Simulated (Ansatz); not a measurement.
# CCSD(T)/cc-pVDZ run of CH5BN2 (SMILES NC1BN1)

Aim: the vertical singlet–triplet gap of CH5BN2 at CCSD(T)/cc-pVDZ, from 2 runs. 

Program for the calculation: Ansatz 0.2.0.

74 further runs of the same task are left out: 74 set aside as unsound or not needed.

## Step 1: The system as given

CH5BN2: 9 atoms, total charge 0, spin state singlet. As SMILES, `NC1BN1`. The shape is that of a PBE0-D4/def2-TZVP optimisation. This is one conformer, not always the lowest.

Bond lengths: N1–C2 1.431 Å, C2–B3 1.561 Å, C2–N4 1.467 Å, B3–N4 1.341 Å, N1–H5 1.010 Å, N1–H6 1.010 Å, C2–H7 1.092 Å, B3–H8 1.184 Å, N4–H9 1.004 Å. Some angles: N1–C2–B3 121.1°, N1–C2–N4 117.3°, B3–C2–N4 52.5°, C2–B3–N4 60.2°, C2–N4–B3 67.4°, N1–C2–H7 115.1°, B3–C2–H7 121.0°, N4–C2–H7 113.6°, C2–N1–H5 112.4°, C2–N1–H6 112.7°.

## Step 2: A single-point energy at CCSD(T)/cc-pVDZ

Contents of input.yaml:

```yaml
crystal:
  periodic: [false, false, false]
  atoms:
    - symbol: "N"
      position_ang: [0.142900, 1.194400, -0.640600]
    - symbol: C
      position_ang: [-0.364200, -0.077200, -0.222300]
    - symbol: B
      position_ang: [0.591200, -1.194100, 0.303200]
    - symbol: "N"
      position_ang: [-0.130500, -0.469900, 1.171500]
    - symbol: H
      position_ang: [0.784000, 1.117400, -1.417000]
    - symbol: H
      position_ang: [-0.589900, 1.842600, -0.892400]
    - symbol: H
      position_ang: [-1.366400, -0.317200, -0.582700]
    - symbol: H
      position_ang: [1.414200, -2.039000, 0.194700]
    - symbol: H
      position_ang: [-0.392800, -0.103200, 2.068300]
basis:
  gaussian: {orbitals: cc-pVDZ}
total_charge: 0
correlation: {method: ccsd_t, frozen_orbitals: {B: 1, C: 1, H: 0, "N": 1}}
accuracy: high
scf: {omitted_lower_state_checks: [cluster_reference, increment]}
```

Command:

```console
ansatz run input.yaml --threads 1 --pin off --max-ram 3480MiB --events-out events.jsonl --progress --plain --runs-dir runs
```

The log of the run, shortened:

```text
Warning: RAYON_NUM_THREADS=1 ignored (pool sized by the plan → 1); use --threads N
Functional definition: HF
  name "HF"
[...]
1915 factors; integrals over basis functions are off by at most 3.1e-9 eV
[...]
mean field -4743.79940057 eV, -174.3314125084 hartree, gradient 9.5e-8 eV, S^2 0.000000; 0 other end points of the search recorded, 0 dependent functions left out
4 core orbitals not correlated: weight in the atoms' cores, before any rotation towards them, 1.000 or more for the frozen orbitals, at most 0.000 for the correlated occupied ones
reference -4743.79940057 eV, -174.3314125084 hartree; 11, 11 occupied and 66, 66 virtual orbitals, 1915 factors
second order -15.12836092 eV of doubles, -0.00000000 eV of singles
cycle   1  -15.60218536 eV  change   -4.7e-1 eV  update   8.9e-2
[...]
cycle  21  -16.09570028 eV  change   4.4e-10 eV  update   2.6e-9
perturbative correction -0.51205694 eV, -0.0188177454 hartree
Total energy: -4760.40715779 eV, -174.9417363291 hartree
Checks for a lower state left out: cluster_reference, increment
```

Wall time 15 s (1 thread of Arm Neoverse V2, shared host); peak memory 0.46 GiB.

## Step 3: The triplet at the same level

Contents of job.yaml:

```yaml
crystal:
  periodic: [false, false, false]
  atoms:
    - {symbol: N, position_ang: [0.142900, 1.194400, -0.640600]}
    - {symbol: C, position_ang: [-0.364200, -0.077200, -0.222300]}
    - {symbol: B, position_ang: [0.591200, -1.194100, 0.303200]}
    - {symbol: "N", position_ang: [-0.130500, -0.469900, 1.171500]}
    - {symbol: H, position_ang: [0.784000, 1.117400, -1.417000]}
    - {symbol: H, position_ang: [-0.589900, 1.842600, -0.892400]}
    - {symbol: H, position_ang: [-1.366400, -0.317200, -0.582700]}
    - {symbol: H, position_ang: [1.414200, -2.039000, 0.194700]}
    - {symbol: H, position_ang: [-0.392800, -0.103200, 2.068300]}
basis:
  gaussian:
    orbitals: cc-pVDZ
scf:
  omitted_lower_state_checks: [cluster_reference, increment]
magnetization:
  spin_polarized: true
  initial_magnetization: 2
correlation:
  method: ccsd_t
  frozen_orbitals: {B: 1, C: 1, H: 0, "N": 1}
accuracy: high
```

Command:

```console
ansatz run job.yaml --threads 1 --pin off --max-ram 3480MiB --events-out events.jsonl --progress --plain --runs-dir runs
```

The log of the run, shortened:

```text
Warning: RAYON_NUM_THREADS=1 ignored (pool sized by the plan → 1); use --threads N
[... 2 set-up lines as earlier in the session ...]
[...]
1915 factors; integrals over basis functions are off by at most 3.1e-9 eV
[...]
mean field -4738.86717920 eV, -174.1501567162 hartree, gradient 3.1e-8 eV, S^2 2.029621; 9 other end points of the search recorded, 0 dependent functions left out
4 core orbitals not correlated: weight in the atoms' cores, before any rotation towards them, 1.000 or more for the frozen orbitals, at most 0.000 for the correlated occupied ones
reference -4738.86717920 eV, -174.1501567162 hartree; 12, 10 occupied and 65, 67 virtual orbitals, 1915 factors
second order -13.95461531 eV of doubles, -0.00000000 eV of singles
cycle   1  -14.72689399 eV  change   -7.7e-1 eV  update   8.4e-2
[...]
cycle  41  -15.27919076 eV  change    1.3e-9 eV  update   1.8e-9
perturbative correction -0.45162291 eV, -0.0165968358 hartree
Total energy: -4754.59799287 eV, -174.7282534557 hartree
Checks for a lower state left out: cluster_reference, increment
```

It took 65 s on 1 thread of Arm Neoverse V2, shared host; peak memory 0.88 GiB.

## Step 4: Outcome

At CCSD(T)/cc-pVDZ, 4 core orbitals frozen:

| quantity | value |
| --- | --- |
| singlet: total energy | -174.94174 Eh |
| singlet: correlation energy (4 core orbitals frozen) | -610.3 mEh |
| singlet: (T) correction | -18.82 mEh |
| singlet: T1 diagnostic | 0.014 |
| triplet: total energy | -174.72825 Eh |
| triplet: correlation energy (4 core orbitals frozen) | -578.1 mEh |
| triplet: (T) correction | -16.60 mEh |
| triplet: ⟨S²⟩ of the reference determinant | 2.030 |
| triplet: T1 diagnostic | 0.050 |
| vertical energy of the triplet above the singlet | 5.809 eV |

What this shows: At this shape the triplet lies 5.81 eV (560 kJ/mol) above the singlet. The triples (singlet) make up 3.1 % of the correlation energy. The T1 diagnostic (triplet) of 0.050 is above the customary mark for such species, so a single reference may not serve. The triples (triplet) make up 2.9 % of the correlation energy.
